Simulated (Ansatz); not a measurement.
# Nb3Te2HC4: the cost of one run

Program: Ansatz 0.2.0. Level of theory: DFT PBE, scalar-relativistic, plane waves, PAW. These are calculated values, not measurements.

### 1 Starting point

It takes space group P-4m2 (No. 115, tetragonal). Conventional cell: a = 4.206 Å, b = 4.206 Å, c = 9.232 Å, α = 90.00°, β = 90.00°, γ = 90.00°. Around Nb (site symmetry -4m2) lie 4 C at 2.15 Å. Nb (site symmetry -4m2) has 4 C at 2.12 Å and 4 H at 2.97 Å and 4 Te at 2.98 Å in its first shell of neighbours. Around Te (site symmetry 2mm) lie 2 C at 2.41 to 2.95 Å and 2 Nb at 2.98 Å and 2 H at 2.98 Å. Around H (site symmetry -4m2) lie 4 C at 2.12 Å. C (site symmetry 2mm) is surrounded by 2 H at 2.12 Å and 2 Nb at 2.12 Å and 1 Te at 2.41 Å. C (site symmetry 2mm) has 4 Nb at 2.15 Å in its first shell of neighbours.

Structure file:

```
CELL_PARAMETERS angstrom
4.20555 0.00000 0.00000
0.00000 4.20555 0.00000
0.00000 0.00000 9.23169
ATOMIC_POSITIONS crystal
Nb 0.00000 0.00000 0.50000
Nb 0.00000 0.00000 0.00000
Nb 0.50000 0.50000 0.50000
Te 0.50000 0.00000 0.77113
Te 0.00000 0.50000 0.22887
H 0.50000 0.50000 0.00000
C 0.00000 0.50000 0.96825
C 0.50000 0.00000 0.45176
C 0.50000 0.00000 0.03175
C 0.00000 0.50000 0.54824
```

The cell was relaxed beforehand at this level, from a database cell with other species swapped in; it is a trial structure. At a tolerance of 0.05 Å it has space group P-4m2 (No. 115); it has 16.33 Å³/atom, an uncorrected energy of +0.78 eV/atom over the elements.

### 2 Bands, states and charges

input.yaml

```yaml
crystal:
  lattice:
    - [4.2055464502, 0.0, 0.0]
    - [0.0, 4.2055464502, 0.0]
    - [0.0, 0.0, 9.2316908504]
  atoms:
    - { symbol: Nb, position: [0.0, 0.0, 0.5] }
    - { symbol: Nb, position: [0.0, 0.0, 0.0] }
    - { symbol: Nb, position: [0.5, 0.5, 0.5] }
    - { symbol: Te, position: [0.5, 0.0, 0.7711343045] }
    - { symbol: Te, position: [0.0, 0.5, 0.2288656955] }
    - { symbol: H, position: [0.5, 0.5, 0.0] }
    - { symbol: C, position: [0.0, 0.5, 0.9682494404] }
    - { symbol: C, position: [0.5, 0.0, 0.4517567934] }
    - { symbol: C, position: [0.5, 0.0, 0.0317505596] }
    - { symbol: C, position: [0.0, 0.5, 0.5482432066] }
basis:
  ecutwfc: 420
kpoints:
  mp_grid: { grid: [10, 10, 4] }
  band_path:
    path:
      - [[0.0, 0.0, 0.0], [0.0, 0.5, 0.0], [0.5, 0.5, 0.0], [0.0, 0.0, 0.0], [0.0, 0.0, 0.5], [0.0, 0.5, 0.5], [0.5, 0.5, 0.5], [0.0, 0.0, 0.5]]
      - [[0.0, 0.5, 0.0], [0.0, 0.5, 0.5]]
      - [[0.5, 0.5, 0.0], [0.5, 0.5, 0.5]]
    npoints: 14
hamiltonian:
  xc: pbe
scf:
  occupations: { method: gaussian, width: 0.1 }
  n_extra_bands: 25
output:
  forces: true
  stress: true
  eigenvalues: true
  populations: true
  dos: { projected: true, de: 0.02, nscf_kmesh: { grid: [12, 12, 5] } }
  bader: true
  write_density: true
  write_potential: true
  elf: true
  volumetric_format: npy
```

On the command line:

```console
> ansatz run input.yaml --threads 1 --pin off --max-ram 2560MiB --backend cpu --events-out ev --progress --plain --runs-dir out
```

Q: Estimate wall time and peak memory on 1 thread of INTEL XEON PLATINUM 8581C at 2.10GHz (Emerald Rapids), shared host.

About 3.4 min, with a peak of 1.1 GiB.
